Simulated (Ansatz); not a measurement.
# AlF₂HS + HF: a complex and its separated parts

The complex below is one end of an elementary step. How strongly is it bound against its free parts?

Program: Ansatz 0.2.0, Gaussian basis. Level of theory: PBE0-D4/def2-TZVP structures, single points in def2-TZVPP, no counterpoise correction. These are calculated values, not measurements.

Levels: SPW92, PBE-D4, BLYP-D4, r2SCAN-D4, B97M-V, PBE0-D4, B3LYP-D4, r2SCAN0-D4, BHLYP-D4, CAM-B3LYP-D4, wB97X-V, wB97M-V, B2PLYP, PBE-QIDH, RPA on PBE, Hartree-Fock, MP2, CCSD, CCSD(T).

Cores are frozen in the correlated methods. B3LYP uses VWN-RPA correlation. B2PLYP carries no dispersion term here.

21 further runs of the same task are left out: 21 set aside as unsound or not needed.

**1. Starting geometry**

The complex: 7 atoms, charge 0, spin multiplicity 1.

Atoms are counted from 1 here; the program's logs count them from 0.

Bond lengths: Al1–F2 1.921 Å, Al1–F3 1.638 Å, Al1–F4 1.640 Å, Al1–S6 2.253 Å, F2–H5 1.011 Å, S6–H7 1.345 Å. Angles: F2–Al1–F3 105.1°, F2–Al1–F4 105.7°, F2–Al1–S6 82.7°, F3–Al1–F4 121.4°, F3–Al1–S6 116.1°, F4–Al1–S6 116.3°, Al1–F2–H5 84.8°, Al1–S6–H7 92.3°.

Coordinates:

```xyz
7
AlF3H2S
Al   -0.26479   -0.69135    0.28729
F    -1.28138    0.67939   -0.59469
F    -0.72651   -2.09040   -0.42816
F    -0.48210   -0.44121    1.89321
H    -0.38246    1.01199   -0.91547
S     1.46960    0.38467   -0.66647
H     1.66755    1.14691    0.42448
```

Its parts: AlF₂HS holds atoms 1, 3, 4, 6, 7; HF holds atoms 2, 5. Each part counts its atoms afresh in its own runs.

**2. Relaxing AlF₂HS alone**

relax-a/in.yaml reads:

```yaml
crystal:
  periodic: [false, false, false]
  atoms:
    - {symbol: Al, position_ang: [-0.264794, -0.691352, 0.287291]}
    - {symbol: F, position_ang: [-0.726510, -2.090400, -0.428157]}
    - {symbol: F, position_ang: [-0.482104, -0.441211, 1.893209]}
    - {symbol: S, position_ang: [1.469604, 0.384671, -0.666474]}
    - {symbol: H, position_ang: [1.667546, 1.146910, 0.424480]}
basis:
  gaussian: {orbitals: def2-TZVP}
hamiltonian: {xc: pbe0, dispersion: d4}
relax: {f_tol: 0.005, max_steps: 200}
```

No record of the launch command was kept for these runs.

Standard output (excerpt; [...] marks lines left out):

```text
Functional definition: PBE0
  name "PBE0"
  cite "Adamo & Barone, J. Chem. Phys. 110, 6158 (1999) doi:10.1063/1.478522"
  cite "Perdew, Burke & Ernzerhof, Phys. Rev. Lett. 77, 3865 (1996) doi:10.1103/PhysRevLett.77.3865"
  parent pbe
[...]
906 factors; their error is unknown
[...]
mean field -22878.54424017 eV, -840.7709931920 hartree, gradient 3.7e-5 eV, S^2 0.000000; 0 other end points of the search recorded, 0 dependent functions left out
[...]
reference -22878.54426786 eV, -840.7709942096 hartree; 24, 24 occupied and 118, 118 virtual orbitals, 906 factors
relax step   1: F+E_penalty+E_count = -22878.62549639 eV  Δ(F+E_penalty+E_count) = +0.000e0 eV  max|allowed force component| = 1.857e0 eV/Å  Δτ_max = 0.0000 Å  (26 SCF iters, accepted)
[...]
relax step   3: F+E_penalty+E_count = -22878.82810763 eV  Δ(F+E_penalty+E_count) = -5.480e-3 eV  max|allowed force component| = 5.269e-1 eV/Å  Δτ_max = 0.0123 Å  (27 SCF iters, accepted)
[...]
relax step   5: F+E_penalty+E_count = -22878.84559614 eV  Δ(F+E_penalty+E_count) = -1.457e-3 eV  max|allowed force component| = 1.165e-1 eV/Å  Δτ_max = 0.0246 Å  (27 SCF iters, accepted)
[...]
relax step   7: F+E_penalty+E_count = -22878.84796163 eV  Δ(F+E_penalty+E_count) = -1.328e-3 eV  max|allowed force component| = 2.437e-3 eV/Å  Δτ_max = 0.0355 Å  (28 SCF iters, accepted)
[...]
relax step   8: F+E_penalty+E_count = -22878.84796368 eV  Δ(F+E_penalty+E_count) = -2.048e-6 eV  max|allowed force component| = 8.383e-3 eV/Å  Δτ_max = 0.0066 Å  (28 SCF iters, accepted)
[...]
relax step   9: F+E_penalty+E_count = -22878.84797951 eV  Δ(F+E_penalty+E_count) = -1.583e-5 eV  max|allowed force component| = 4.711e-4 eV/Å  Δτ_max = 0.0020 Å  (22 SCF iters, accepted)
906 factors; their error is unknown
mean field -22878.76643135 eV, -840.7791585672 hartree, gradient 1.4e-5 eV, S^2 0.000000; 1 other end points of the search recorded, 0 dependent functions left out
[...]
reference -22878.76645909 eV, -840.7791595865 hartree; 24, 24 occupied and 118, 118 virtual orbitals, 906 factors
Total energy: -22878.84800725 eV, -840.7821564262 hartree
Atom 0 at    -0.075788    -0.776035     0.335004 Å, force     0.000155     0.000023    -0.000471 eV/Å
Atom 1 at    -0.796894    -2.019744    -0.444637 Å, force    -0.000015    -0.000135     0.000040 eV/Å
Atom 2 at    -0.529812    -0.420629     1.867629 Å, force    -0.000077     0.000081     0.000198 eV/Å
Atom 3 at     1.451239     0.367651    -0.662425 Å, force    -0.000324    -0.000059     0.000221 eV/Å
Atom 4 at     1.614997     1.157374     0.414778 Å, force     0.000260     0.000091     0.000012 eV/Å
Dipole moment:     0.176412     0.215751     0.033268 e Å
```

It took 12 s on 4 threads, shared host; peak memory 0.26 GiB.

Step by step:

| step | energy from step 1 (eV) | largest force component (eV/Å) |
| --- | --- | --- |
| 1 | 0.0000 | 1.8570 |
| 2 | -0.1971 | 0.6008 |
| 3 | -0.2026 | 0.5269 |
| 4 | -0.2186 | 0.1894 |
| 5 | -0.2201 | 0.1165 |
| 6 | -0.2211 | 0.0288 |
| 7 | -0.2225 | 0.0024 |
| 8 | -0.2225 | 0.0084 |
| 9 | -0.2225 | 0.0005 |

Distances of close pairs at the start and the end, largest changes first:

| bond | before (Å) | after (Å) | change (Å) |
| --- | --- | --- | --- |
| Al1–S4 | 2.253 | 2.153 | -0.100 |
| Al1–F2 | 1.638 | 1.635 | -0.002 |
| Al1–F3 | 1.640 | 1.637 | -0.002 |
| S4–H5 | 1.345 | 1.346 | +0.000 |

**3. Relaxing HF alone**

relax-b/in.yaml reads:

```yaml
crystal:
  periodic: [false, false, false]
  atoms:
    - {symbol: F, position_ang: [-1.281384, 0.679390, -0.594686]}
    - {symbol: H, position_ang: [-0.382459, 1.011992, -0.915467]}
basis:
  gaussian: {orbitals: def2-TZVP}
hamiltonian: {xc: pbe0, dispersion: d4}
relax: {f_tol: 0.005, max_steps: 200}
```

Standard output (excerpt; [...] marks lines left out):

```text
[... 5 set-up lines as earlier in the session ...]
[...]
200 factors; their error is unknown
[...]
mean field -2731.59949413 eV, -100.3844298647 hartree, gradient 6.6e-6 eV, S^2 0.000000; 0 other end points of the search recorded, 0 dependent functions left out
[...]
reference -2731.59950349 eV, -100.3844302087 hartree; 5, 5 occupied and 32, 32 virtual orbitals, 200 factors
relax step   1: F+E_penalty+E_count = -2731.60103731 eV  Δ(F+E_penalty+E_count) = +0.000e0 eV  max|allowed force component| = 3.564e0 eV/Å  Δτ_max = 0.0000 Å  (21 SCF iters, accepted)
[...]
relax step   4: F+E_penalty+E_count = -2731.80318111 eV  Δ(F+E_penalty+E_count) = -1.130e-3 eV  max|allowed force component| = 5.543e-2 eV/Å  Δτ_max = 0.0036 Å  (25 SCF iters, accepted)
[...]
relax step   5: F+E_penalty+E_count = -2731.80321326 eV  Δ(F+E_penalty+E_count) = -3.214e-5 eV  max|allowed force component| = 7.624e-4 eV/Å  Δτ_max = 0.0005 Å  (25 SCF iters, accepted)
200 factors; their error is unknown
[...]
mean field -2731.80169996 eV, -100.3918607917 hartree, gradient 2.5e-5 eV, S^2 0.000000; 1 other end points of the search recorded, 0 dependent functions left out
[...]
reference -2731.80170839 eV, -100.3918611018 hartree; 5, 5 occupied and 32, 32 virtual orbitals, 200 factors
Total energy: -2731.80322169 eV, -100.3919167145 hartree
Atom 0 at    -1.241064     0.694308    -0.609074 Å, force     0.000762     0.000282    -0.000272 eV/Å
Atom 1 at    -0.422779     0.997074    -0.901079 Å, force    -0.000762    -0.000282     0.000272 eV/Å
Dipole moment:     0.356487     0.131900    -0.127212 e Å
```

Wall time 0.55 s (4 threads, shared host).

Step by step:

| step | energy from step 1 (eV) | largest force component (eV/Å) |
| --- | --- | --- |
| 1 | 0.0000 | 3.5640 |
| 2 | -0.1871 | 1.1390 |
| 3 | -0.2010 | 0.3391 |
| 4 | -0.2021 | 0.0554 |
| 5 | -0.2022 | 0.0008 |

The bond:

| bond | before (Å) | after (Å) | change (Å) |
| --- | --- | --- | --- |
| F1–H2 | 1.011 | 0.920 | -0.091 |

**4. wB97M-V/def2-TZVPP**

parta/in.yaml reads:

```yaml
crystal:
  periodic: [false, false, false]
  atoms:
    - {symbol: Al, position_ang: [-0.075788, -0.776035, 0.335004]}
    - {symbol: F, position_ang: [-0.796894, -2.019744, -0.444637]}
    - {symbol: F, position_ang: [-0.529812, -0.420629, 1.867629]}
    - {symbol: S, position_ang: [1.451239, 0.367651, -0.662425]}
    - {symbol: H, position_ang: [1.614997, 1.157374, 0.414778]}
basis:
  gaussian: {orbitals: def2-TZVPP}
hamiltonian: {xc: {name: wB97M-V}}
```

partb/in.yaml reads:

```yaml
crystal:
  periodic: [false, false, false]
  atoms:
    - {symbol: F, position_ang: [-1.241064, 0.694308, -0.609074]}
    - {symbol: H, position_ang: [-0.422779, 0.997074, -0.901079]}
basis:
  gaussian: {orbitals: def2-TZVPP}
hamiltonian: {xc: {name: wB97M-V}}
```

Log of parta (excerpt; [...] marks lines left out):

```text
Functional definition: wB97M-V
  name "wB97M-V"
  cite "Mardirossian & Head-Gordon, J. Chem. Phys. 144, 214110 (2016) doi:10.1063/1.4952647"
  cite "Becke, J. Chem. Phys. 107, 8554 (1997) doi:10.1063/1.475007"
  cite "Vydrov & Van Voorhis, J. Chem. Phys. 133, 244103 (2010) doi:10.1063/1.3521275"
  # Of w^i u^j: cxij and so on, Table III.
[...]
  gx(w, u) = 1 - cx + cx01*u + cx10*w
  gss(w, u) = css00 + css04*u^4 + css10*w + css20*w^2 + css43*w^4*u^3
  gos(w, u) = cos00 + cos10*w + (cos20 + cos21*u)*w^2 + (cos60 + cos61*u)*w^6
[...]
      + integral(e_c_pw_mod_opposite_spin*gos(b97_w_opposite, b97_u_opposite)) + vv10(b, c)
934 factors; their error is unknown
182 factors; integrals over basis functions are off by at most 1.1e-5 eV
[...]
mean field -22888.70148653 eV, -841.1442651108 hartree, gradient 7.3e-5 eV, S^2 0.000000; 0 other end points of the search recorded, 0 dependent functions left out
reference -22888.70153125 eV, -841.1442667544 hartree; 24, 24 occupied and 136, 136 virtual orbitals, 934 factors
Total energy: -22888.70153125 eV, -841.1442667544 hartree
```

Output in partb (excerpt; [...] marks lines left out):

```text
[... 5 set-up lines as earlier in the session ...]
  # Of w^i u^j: cxij and so on, Table III.
[...]
  gx(w, u) = 1 - cx + cx01*u + cx10*w
  gss(w, u) = css00 + css04*u^4 + css10*w + css20*w^2 + css43*w^4*u^3
  gos(w, u) = cos00 + cos10*w + (cos20 + cos21*u)*w^2 + (cos60 + cos61*u)*w^6
[...]
      + integral(e_c_pw_mod_opposite_spin*gos(b97_w_opposite, b97_u_opposite)) + vv10(b, c)
215 factors; their error is unknown
48 factors; integrals over basis functions are off by at most 2.2e-5 eV
[...]
mean field -2733.67553293 eV, -100.4607228833 hartree, gradient 1.2e-5 eV, S^2 0.000000; 0 other end points of the search recorded, 0 dependent functions left out
reference -2733.67554760 eV, -100.4607234223 hartree; 5, 5 occupied and 40, 40 virtual orbitals, 215 factors
Total energy: -2733.67554760 eV, -100.4607234223 hartree
```

Times: 3.7 s (parta), 0.3 s (partb) on 4 threads, shared host; peak memory 0.4 GiB.

**5. CCSD(T)/def2-TZVPP**

The same edit goes into each in.yaml of step 4 (parta, partb):

```diff
-hamiltonian: {xc: {name: wB97M-V}}
+correlation: {method: ccsd_t}
```

Output in parta (excerpt; [...] marks lines left out):

```text
Functional definition: HF
  name "HF"
  cite "Fock, Z. Phys. 61, 126 (1930) doi:10.1007/BF01340294"
[... 1 set-up line as earlier in the session ...]
[...]
983 factors; integrals over basis functions are off by at most 7.6e-4 eV
[...]
mean field -22836.67723567 eV, -839.2324091552 hartree, gradient 2.0e-6 eV, S^2 0.000000; 0 other end points of the search recorded, 0 dependent functions left out
12 core orbitals not correlated: weight in the atoms' cores, before any rotation towards them, 1.000 or more for the frozen orbitals, at most 0.000 for the correlated occupied ones
reference -22836.67723567 eV, -839.2324091552 hartree; 12, 12 occupied and 136, 136 virtual orbitals, 983 factors
second order -20.38412267 eV of doubles, -0.00000000 eV of singles
cycle   1  -20.39895180 eV  change   -1.5e-2 eV  update   9.4e-2
[...]
cycle   9  -20.88830153 eV  change   -9.4e-6 eV  update   1.3e-5
perturbative correction -0.68117472 eV, -0.0250327091 hartree
Total energy: -22858.24671192 eV, -840.0250727869 hartree
```

Log of partb (excerpt; [...] marks lines left out):

```text
[... 4 set-up lines as earlier in the session ...]
[...]
287 factors; integrals over basis functions are off by at most 1.0e-3 eV
[...]
mean field -2722.91267017 eV, -100.0651949723 hartree, gradient 4.5e-6 eV, S^2 0.000000; 0 other end points of the search recorded, 0 dependent functions left out
1 core orbitals not correlated: weight in the atoms' cores, before any rotation towards them, 1.000 or more for the frozen orbitals, at most 0.000 for the correlated occupied ones
reference -2722.91267017 eV, -100.0651949723 hartree; 4, 4 occupied and 40, 40 virtual orbitals, 287 factors
second order -7.36489174 eV of doubles, -0.00000000 eV of singles
cycle   1  -7.29624053 eV  change    6.9e-2 eV  update   3.9e-2
[...]
cycle   8  -7.43092715 eV  change    6.4e-7 eV  update   3.3e-6
perturbative correction -0.17034155 eV, -0.0062599365 hartree
Total energy: -2730.51393887 eV, -100.3445364446 hartree
```

Wall times: 14 s (parta), 0.15 s (partb) on 4 threads, shared host; peak memory 1.1 GiB.

**6. Vibrations of AlF₂HS**

vib-parta/in.yaml reads:

```yaml
crystal:
  periodic: [false, false, false]
  atoms:
    - {symbol: Al, position_ang: [-0.075788, -0.776035, 0.335004]}
    - {symbol: F, position_ang: [-0.796894, -2.019744, -0.444637]}
    - {symbol: F, position_ang: [-0.529812, -0.420629, 1.867629]}
    - {symbol: S, position_ang: [1.451239, 0.367651, -0.662425]}
    - {symbol: H, position_ang: [1.614997, 1.157374, 0.414778]}
basis:
  gaussian: {orbitals: def2-TZVP}
hamiltonian: {xc: pbe0, dispersion: d4}
phonons: {temperatures: {t_min: 298.15, t_max: 900, t_step: 200}}
```

Standard output (excerpt; [...] marks lines left out):

```text
[... 5 set-up lines as earlier in the session ...]
[...]
906 factors; their error is unknown
[...]
mean field -22878.76642623 eV, -840.7791583792 hartree, gradient 2.7e-5 eV, S^2 0.000000; 0 other end points of the search recorded, 0 dependent functions left out
[...]
reference -22878.76645397 eV, -840.7791593984 hartree; 24, 24 occupied and 118, 118 virtual orbitals, 906 factors
[... from here to the last solve, the lines of the solves are left out (29 solves) ...]
906 factors; their error is unknown
[...]
mean field -22878.76637551 eV, -840.7791565152 hartree, gradient 9.3e-7 eV, S^2 0.000000; 0 other end points of the search recorded, 0 dependent functions left out
[...]
reference -22878.76640325 eV, -840.7791575344 hartree; 24, 24 occupied and 118, 118 virtual orbitals, 906 factors
Total energy: -22878.84800213 eV, -840.7821562383 hartree
Atom 0 at    -0.075788    -0.776035     0.335004 Å, force     0.000167     0.000010    -0.000471 eV/Å
Atom 1 at    -0.796894    -2.019744    -0.444637 Å, force    -0.000007    -0.000131     0.000015 eV/Å
Atom 2 at    -0.529812    -0.420629     1.867629 Å, force    -0.000090     0.000102     0.000245 eV/Å
Atom 3 at     1.451239     0.367651    -0.662425 Å, force    -0.000316    -0.000053     0.000203 eV/Å
Atom 4 at     1.614997     1.157374     0.414778 Å, force     0.000246     0.000072     0.000008 eV/Å
Dipole moment:     0.176411     0.215751     0.033270 e Å
Vibrations: 157.95 228.43 255.15 264.73 482.11 667.97 816.54 942.78 2704.09 cm⁻¹, zero-point energy 0.404174 eV
```

Run time: 26 s. Hardware: 4 threads, shared host; peak memory 0.26 GiB.

Wavenumbers and character of the modes:

| mode | wavenumber (cm⁻¹) | character |
| --- | --- | --- |
| 1 | 158 | bend |
| 2 | 228 | bend |
| 3 | 255 | out-of-plane bend with torsion |
| 4 | 265 | torsion |
| 5 | 482 | Al–S stretch |
| 6 | 668 | bend |
| 7 | 817 | Al–F stretch |
| 8 | 943 | Al–F stretch |
| 9 | 2704 | S–H stretch |

Vibrational sums (real modes only):

| T (K) | entropy (J/mol/K) | heat capacity (J/mol/K) |
| --- | --- | --- |
| 298 | 38.3 | 43.7 |
| 498 | 63.9 | 55.5 |
| 698 | 83.6 | 61.1 |
| 898 | 99.5 | 64.6 |

**7. Vibrations of HF**

vib-partb/in.yaml reads:

```yaml
crystal:
  periodic: [false, false, false]
  atoms:
    - {symbol: F, position_ang: [-1.241064, 0.694308, -0.609074]}
    - {symbol: H, position_ang: [-0.422779, 0.997074, -0.901079]}
basis:
  gaussian: {orbitals: def2-TZVP}
hamiltonian: {xc: pbe0, dispersion: d4}
phonons: {temperatures: {t_min: 298.15, t_max: 900, t_step: 200}}
```

Standard output (excerpt; [...] marks lines left out):

```text
[... 5 set-up lines as earlier in the session ...]
[...]
200 factors; their error is unknown
[...]
mean field -2731.80169996 eV, -100.3918607917 hartree, gradient 6.9e-6 eV, S^2 0.000000; 0 other end points of the search recorded, 0 dependent functions left out
[...]
reference -2731.80170839 eV, -100.3918611018 hartree; 5, 5 occupied and 32, 32 virtual orbitals, 200 factors
[...]
200 factors; their error is unknown
[...]
mean field -2731.80169995 eV, -100.3918607915 hartree, gradient 3.9e-7 eV, S^2 0.000000; 0 other end points of the search recorded, 0 dependent functions left out
[...]
reference -2731.80170839 eV, -100.3918611016 hartree; 5, 5 occupied and 32, 32 virtual orbitals, 200 factors
[...]
200 factors; their error is unknown
[...]
mean field -2731.80150841 eV, -100.3918537524 hartree, gradient 3.9e-7 eV, S^2 0.000000; 0 other end points of the search recorded, 0 dependent functions left out
[...]
reference -2731.80151688 eV, -100.3918540638 hartree; 5, 5 occupied and 32, 32 virtual orbitals, 200 factors
[...]
200 factors; their error is unknown
mean field -2731.80151213 eV, -100.3918538893 hartree, gradient 3.9e-7 eV, S^2 0.000000; 0 other end points of the search recorded, 0 dependent functions left out
[...]
reference -2731.80152053 eV, -100.3918541980 hartree; 5, 5 occupied and 32, 32 virtual orbitals, 200 factors
Total energy: -2731.80322169 eV, -100.3919167145 hartree
Atom 0 at    -1.241064     0.694308    -0.609074 Å, force     0.000780     0.000288    -0.000278 eV/Å
Atom 1 at    -0.422779     0.997074    -0.901079 Å, force    -0.000780    -0.000288     0.000278 eV/Å
Dipole moment:     0.356487     0.131901    -0.127213 e Å
Vibrations: 4152.66 cm⁻¹, zero-point energy 0.257432 eV
```

Wall time 0.75 s (4 threads, shared host).

Wavenumbers and character of the modes:

| mode | wavenumber (cm⁻¹) | character |
| --- | --- | --- |
| 1 | 4153 | F–H stretch |

Vibrational sums (real modes only):

| T (K) | entropy (J/mol/K) | heat capacity (J/mol/K) |
| --- | --- | --- |
| 298 | 0.0 | 0.0 |
| 498 | 0.0 | 0.0 |
| 698 | 0.0 | 0.1 |
| 898 | 0.1 | 0.5 |

**8. Complex less separated parts**

The complex's own energies come from single points at the same levels. Levels not printed above were run the same way.

Rows are in def2-TZVPP; times add the 3 runs of a level on a shared host, so small differences are noise.

Differences are taken before rounding.

| method | rung | complex less parts (kcal/mol) | from CCSD(T) (kcal/mol) | time |
| --- | --- | --- | --- | --- |
| SPW92 | LDA | -25.7 | -12.0 | 1.4 s |
| PBE-D4 | GGA | -17.4 | -3.6 | 2.1 s |
| BLYP-D4 | GGA | -14.8 | -1.1 | 2.4 s |
| r2SCAN-D4 | meta-GGA | -18.2 | -4.5 | 5.2 s |
| B97M-V | meta-GGA | -15.2 | -1.5 | 8.7 s |
| PBE0-D4 | hybrid | -16.1 | -2.4 | 3.3 s |
| B3LYP-D4 | hybrid | -14.6 | -0.8 | 3.1 s |
| r2SCAN0-D4 | hybrid | -17.0 | -3.3 | 5.8 s |
| BHLYP-D4 | hybrid | -13.8 | -0.1 | 3 s |
| CAM-B3LYP-D4 | range-separated hybrid | -16.0 | -2.3 | 3.5 s |
| wB97X-V | range-separated hybrid | -15.5 | -1.8 | 8.1 s |
| wB97M-V | range-separated hybrid | -15.9 | -2.2 | 10 s |
| B2PLYP | double hybrid | -13.6 | +0.1 | 5.3 s |
| PBE-QIDH | double hybrid | -14.9 | -1.2 | 5.4 s |
| RPA on PBE | RPA | -12.8 | +0.9 | 4.9 s |
| Hartree-Fock | wavefunction | -5.9 | +7.8 |  |
| MP2 | wavefunction | -14.2 | -0.5 |  |
| CCSD | wavefunction | -12.4 | +1.4 |  |
| CCSD(T) | wavefunction | -13.7 | 0 | 78 s |

Among the levels timed on like hardware and quicker than the yardstick, those that no quicker one beats, quickest first: SPW92 (1.4 s, -12.0 kcal/mol); PBE-D4 (2.1 s, -3.6 kcal/mol); BLYP-D4 (2.4 s, -1.1 kcal/mol); BHLYP-D4 (3 s, -0.1 kcal/mol).

For cost: BHLYP-D4 gets within 0.1 kcal/mol in 3 s, where CCSD(T) took 78 s; the quickest level in the cost chart, SPW92, takes 1.4 s and misses by 12.0 kcal/mol.

The complex's zero-point energy, from a separate PBE0-D4 run, is 0.714 eV.

**9. Outcome**

| quantity | value |
| --- | --- |
| complex less parts, CCSD(T)/def2-TZVPP | -13.7 kcal/mol |
| with zero-point energy | -12.5 kcal/mol |
| largest T1 diagnostic | 0.012 |

What this shows: At CCSD(T) the complex lies 13.7 kcal/mol below its parts. The functionals run from BHLYP-D4, off by -0.1 kcal/mol, to SPW92, off by -12.0 kcal/mol, against CCSD(T). B2PLYP is as near within the digits shown. By rung, the mean size of the error is: LDA 12.0, GGA 2.4, meta-GGA 3.0, hybrid 1.6, range-separated hybrid 2.1, double hybrid 0.7 kcal/mol. PBE-D4 gives a relative energy 3.6 kcal/mol too low, outside chemical accuracy (1 kcal/mol). No counterpoise was applied, and triple zeta lacks some correlation, so the CCSD(T) reference has a basis error of its own, and close matches with it are partly luck.
